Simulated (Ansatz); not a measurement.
# Ag3Ru17: the cost of one run

Program: Ansatz 0.2.0. Level of theory: DFT PBE, scalar-relativistic, plane waves, PAW. These are calculated values, not measurements.

## (1) Starting point

The cell holds 20 atoms (Ag3Ru17): a = 6.483 Å, b = 6.483 Å, c = 7.274 Å, α = 76.09°, β = 76.09°, γ = 85.46°.

The sites of an ideal hcp lattice, at a guessed lattice constant, take 3 Ag, 17 Ru (sublattices apart by semicolons), with a shake of 0.02 Å. Warren-Cowley parameters of the first shell (negative: unlike neighbours preferred): Ag-Ru +0.02. In a cell this small the draw can fall short of the order aimed at.

Coordinates:

```
CELL_PARAMETERS angstrom
4.12419 -2.38110 -4.39913
4.12419 -2.38110 4.39913
-1.37473 -7.14330 0.00000
ATOMIC_POSITIONS crystal
Ru 0.13749 0.39241 0.60252
Ru 0.94225 0.19048 0.39546
Ru 0.64357 0.89514 0.59929
Ru 0.44322 0.68645 0.40295
Ru 0.23467 0.48466 0.20699
Ru 0.54528 0.79100 0.99928
Ru 0.33997 0.59498 0.80274
Ru 0.05733 0.81359 0.59843
Ru 0.85712 0.60572 0.40270
Ru 0.56149 0.31437 0.59992
Ru 0.35323 0.11261 0.39718
Ru 0.15556 0.91343 0.19616
Ru 0.96207 0.70851 0.00074
Ru 0.75665 0.50710 0.79731
Ru 0.65754 0.40710 0.20078
Ru 0.46385 0.20550 0.00013
Ru 0.25648 0.01060 0.79845
Ag 0.03844 0.29149 0.99868
Ag 0.84581 0.08804 0.80571
Ag 0.74113 0.98778 0.20429
```

## (2) Relaxation without symmetry, coarse mesh

A cheap relaxation: coarse mesh, no symmetry, loose thresholds.

Contents of input.yaml:

```yaml
crystal:
  lattice:
    - [4.12418892, -2.38110157, -4.39913484]
    - [4.12418892, -2.38110157, 4.39913484]
    - [-1.37472964, -7.14330471, 0.0]
  atoms:
    - { symbol: Ru, position: [0.1374925619, 0.3924092836, 0.6025233458] }
    - { symbol: Ru, position: [0.9422468404, 0.1904839724, 0.3954632305] }
    - { symbol: Ru, position: [0.6435654552, 0.8951351006, 0.5992867076] }
    - { symbol: Ru, position: [0.4432155442, 0.6864489065, 0.4029519052] }
    - { symbol: Ru, position: [0.2346650438, 0.4846644092, 0.2069941041] }
    - { symbol: Ru, position: [0.5452776886, 0.7910041976, 0.9992817639] }
    - { symbol: Ru, position: [0.3399708366, 0.5949819813, 0.8027386241] }
    - { symbol: Ru, position: [0.0573275588, 0.8135921843, 0.5984284513] }
    - { symbol: Ru, position: [0.857118479, 0.6057195999, 0.4026977843] }
    - { symbol: Ru, position: [0.5614912589, 0.3143701884, 0.5999234395] }
    - { symbol: Ru, position: [0.3532314142, 0.1126141239, 0.3971790113] }
    - { symbol: Ru, position: [0.155558469, 0.9134260517, 0.1961644578] }
    - { symbol: Ru, position: [0.9620707615, 0.7085109464, 0.0007434573] }
    - { symbol: Ru, position: [0.7566518044, 0.5070997119, 0.797312006] }
    - { symbol: Ru, position: [0.6575433491, 0.4070980639, 0.2007764293] }
    - { symbol: Ru, position: [0.4638521066, 0.2055000656, 0.0001346987] }
    - { symbol: Ru, position: [0.2564842436, 0.0105975507, 0.7984540436] }
    - { symbol: Ag, position: [0.038444236, 0.2914879616, 0.9986750626] }
    - { symbol: Ag, position: [0.8458090569, 0.0880377211, 0.8057057989] }
    - { symbol: Ag, position: [0.7411298433, 0.9877806972, 0.2042855432] }
  symmetry: { detect: false }
basis:
  ecutwfc: 420
kpoints:
  mp_grid: { grid: [2, 2, 2], shift: [0.5, 0.5, 0.5] }
hamiltonian:
  xc: pbe
scf:
  occupations: { method: gaussian, width: 0.1 }
  lower_state_search: "off"
output:
  forces: true
  stress: true
  eigenvalues: true
relax:
  adjacent_minimum: "off"
  f_tol: 0.04
  max_steps: 50
  cell: { stress_tol: 0.3 }
```

The run is started by

```sh
$ ansatz run input.yaml --threads 4 --pin off --max-ram 9216MiB --backend cpu --events-out ev --progress --plain --runs-dir out
```

What time and memory should one allow on 4 threads of Intel Xeon Platinum 8488C (Sapphire Rapids), shared host?

About 49 s, with a peak of 1.4 GiB.
